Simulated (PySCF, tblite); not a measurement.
# C₅H₁₆Si₂: geometry, infrared bands and NMR shifts

Wanted: the infrared bands and NMR shifts of C₅H₁₆Si₂ (`CC[C@@H]([SiH3])C[SiH2]C`), by calculation.

Programs: tblite 0.8.0 and PySCF 2.14.0, with density-fitted response routines of our own. Each step states its level of theory. These are calculated values for one molecule in the gas phase, unless marked as measured. Atoms count from 0, in the outputs and in this text.

### 1 The starting structure

23 atoms, charge 0, multiplicity 1; geometry from: force field or distance geometry start.

Bonds of the start (Å): C0–C1 1.52, C1–C2 1.48, C2–Si3 1.88, C2–C4 1.50, C4–Si5 1.85, Si5–C6 1.88, C0–H7 1.13, C0–H8 1.11, C0–H9 1.09, C1–H10 1.14, C1–H11 1.12, C2–H12 1.13, Si3–H13 1.47, Si3–H14 1.46, Si3–H15 1.47, C4–H16 1.12, C4–H17 1.11, Si5–H18 1.48, Si5–H19 1.46, C6–H20 1.11, C6–H21 1.11, C6–H22 1.11.

### 2 Geometry optimisation with GFN2-xTB

The job: settings as JSON, then the geometry in Å.

```
{"job": {"kind": "relax", "xc": "GFN2-xTB", "basis": "xTB"}, "charge": 0, "multiplicity": 1}
C      2.153300    -1.161800     0.004500
C      1.241500    -0.387500     0.940800
C      0.443400     0.674000     0.277000
Si     1.534400     1.956100    -0.563800
C     -0.481700     0.192400    -0.796000
Si    -1.757200    -1.030200    -0.236800
C     -3.214400    -0.187200     0.590200
H      3.211700    -1.086900     0.380200
H      1.904100    -2.245900    -0.029000
H      2.111100    -0.774700    -1.012200
H      0.580100    -1.156400     1.452300
H      1.862300     0.011900     1.778000
H     -0.097000     1.225900     1.096700
H      2.524300     2.491100     0.383100
H      2.200100     1.380800    -1.730800
H      0.630000     3.006100    -1.066500
H     -1.051200     1.086600    -1.158500
H      0.098800    -0.207800    -1.653500
H     -1.175800    -2.084000     0.616000
H     -2.285900    -1.663100    -1.442200
H     -4.089800    -0.870900     0.601000
H     -3.433800     0.710000    -0.025800
H     -2.913000     0.148500     1.605300
```

The run is started by

```console
$ OMP_NUM_THREADS=1 python probes_run.py task.json out
```

One launch serves the whole session: the jobs run in the order shown.

**Question.** This job is followed by: GFN2-xTB harmonic vibrations, gas phase; GIAO PBE0/pcSseg-1 NMR shielding, non-relativistic, gas phase. What will the session give for the following? strongest single infrared mode (GFN2-xTB); zero-point energy (GFN2-xTB); 13C shifts against TMS (PBE0/pcSseg-1); 1H shifts against TMS (PBE0/pcSseg-1, means over atoms taken as alike); 29Si shifts against TMS (PBE0/pcSseg-1).

**Answer**, as computed:

```
                                                              quantity                                                           value
                             strongest single infrared mode (GFN2-xTB)                                            789 cm⁻¹, 491 km/mol
                                          zero-point energy (GFN2-xTB)                                                  118.0 kcal/mol
                                13C shifts against TMS (PBE0/pcSseg-1)                                28.0, 19.7, 12.9, 11.3, -9.4 ppm
1H shifts against TMS (PBE0/pcSseg-1, means over atoms taken as alike)  4.35, 4.09, 3.82, 1.75, 1.64, 1.41, 0.97, 0.96, 0.86, 0.13 ppm
                               29Si shifts against TMS (PBE0/pcSseg-1)                                                -49.1, -61.7 ppm
```

In words: The optimisation took 176 steps and gained 0.574 eV; among the close pairs (by a distance rule), C4–Si5 changed most, from 1.853 to 1.908 Å. All 63 modes are real, so the xTB geometry is a minimum. The strongest single mode, at 789 cm⁻¹, is spread over many atoms; the largest shares are those of H15, H13. GFN2-xTB is a fitted tight-binding method: band positions and strengths are rough. Its intensities can rank the bands wrongly. At PBE0/pcSseg-1: The largest span, 103 ppm, is at Si3, where the paramagnetic term is -471 ppm.
